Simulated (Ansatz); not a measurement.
This script makes a table of relaxed lattice constants and trends of a series on the Fe3Al structure: GaP3, GaAs3, GaSb3 with the Ansatz DFT code, driven from Python.

`series_gap3.py`:
```python
"""A chemical series on the Fe3Al structure: relaxed cells and their trends."""

import ansatz
import numpy as np
from tabulate import tabulate


def fe3al(first, second, a):
    return (
        ansatz.Lattice.fcc(a)
        .space_group(225)
        .atom(first, (0, 0, 0))
        .atom(second, (0.5, 0.5, 0.5))
        .atom(second, (0.25, 0.25, 0.25))
        .primitive()
    )


def compute(name, crystal):
    calc = (
        crystal.calculation()
        .functional("LDA")
        .basis(470)  # plane waves up to this kinetic energy
        .kpoints(spacing=0.36)
        .occupations("fermi_dirac", width=0.01)
        .stress()
        .band_table()
    )
    calc = calc.relax(force_tolerance=0.02, max_steps=40, cell=True)
    return calc.run(threads=1)

def relaxed_twice(name, crystal):
    # the second pass draws mesh and plane waves anew for the relaxed cell
    first = compute(name, crystal)
    again = ansatz.Crystal(lattice=ansatz.Lattice.of(first.lattice.cell_ang))
    for site in first.report["lattice"]["sites"]:
        again = again.atom(site["symbol"], site["position_frac"])
    return compute(name, again)


def volume_per_atom(outcome):
    return abs(np.linalg.det(outcome.lattice.cell_ang)) / len(outcome.lattice.sites)


def gap_ev(outcome):
    # nan where the run reports no band edges: a metal, overlapping bands, or a gap that is small against the smearing
    edges = outcome.report.get("band_edges_ev")
    return edges[1] - edges[0] if edges else float("nan")

# the lattice constants below are starting guesses
phases = {}
phases["GaP3"] = fe3al("Ga", "P", 6.55)
phases["GaAs3"] = fe3al("Ga", "As", 6.89)
phases["GaSb3"] = fe3al("Ga", "Sb", 7.46)

done = {}
for name, crystal in phases.items():
    try:
        done[name] = relaxed_twice(name, crystal)
    except ansatz.NonConvergedError as error:
        print(name, "did not converge:", str(error)[:120])

rows = [(name, (4 * len(o.lattice.sites) * volume_per_atom(o)) ** (1 / 3), volume_per_atom(o), gap_ev(o)) for name, o in done.items()]
print(tabulate(rows, headers=["compound", "a (A)", "V (A^3/atom)", "gap on mesh (eV)"], floatfmt=".4f", tablefmt="rst"))
```

Rank the compounds by their relaxed volume per atom.

From smallest to largest: GaP3 (14.67 Å³), GaAs3 (17.69 Å³) and GaSb3 (23.83 Å³). The largest is 62 % above the smallest.

The run itself:

Running `python series_gap3.py` prints:
```text
==========  =======  ==============  ==================
compound      a (A)    V (A^3/atom)    gap on mesh (eV)
==========  =======  ==============  ==================
GaP3         6.1681         14.6665                 nan
GaAs3        6.5659         17.6912                 nan
GaSb3        7.2509         23.8261                 nan
==========  =======  ==============  ==================
```

Notes:
- For the metals among these phases the mesh is modest: differences between phases can be off by up to 40 meV an atom.
- Gaps and levels are Kohn-Sham values on a finite set of k-points, without spin-orbit coupling.
- The cells are built on a prototype by substitution; a member may or may not take this structure in nature.
- Hardware and time: 47 s on 1 thread of Arm Neoverse V1 (shared host), peak memory 0.46 GiB.

(Lines on the test bed's own set-up are left out of the output.)
